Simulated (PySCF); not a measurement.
# I4Mn2 (Mn2(I)4): the cost of one run

Programs: PySCF 2.14.0, with routines of our own; each step states its level. All values are computed. Atoms count from 0.

## 1. The system as given

6 atoms, charge 0, high-spin multiplicity 11; geometry from: GFN2-xTB.

The system (coupled pair): Mn2(I)4. The spin sites are atom 0 (5 unpaired) and atom 3 (5 unpaired).

## 2. Magnetic exchange: B3LYP/def2-SVP H:def2-SV(P)

Job settings and geometry (Å):

```
{"job": {"kind": "bs", "xc": "B3LYP", "basis": {"default": "def2-SVP", "H": "def2-SV(P)"}, "grid": 1, "rks": false}, "charge": 0, "high_spin_multiplicity": 11, "spin_sites": [[[0], 5], [[3], 5]]}
Mn    -0.436860     0.987250     1.038600
I     -1.090810     3.240130     1.732330
I     -1.912270    -0.998650     0.221640
Mn     0.439570    -1.125590    -0.895280
I      1.082680    -1.979940    -3.096730
I      1.917690    -0.123190     0.999420
```

With the program's defaults for keys left out, this is: B3LYP/def2-SVP H:def2-SV(P) high-spin and broken-symmetry single points, gas phase.

Started as:

```console
> OMP_NUM_THREADS=1 python exch_run.py task.json out
```

One launch serves the whole session: the jobs run in the order shown.

**Question.** How long does this first job take on 1 thread of Arm Neoverse V1, shared host, and how much memory does it need?

About 2.6 min, with a peak of 0.68 GiB.
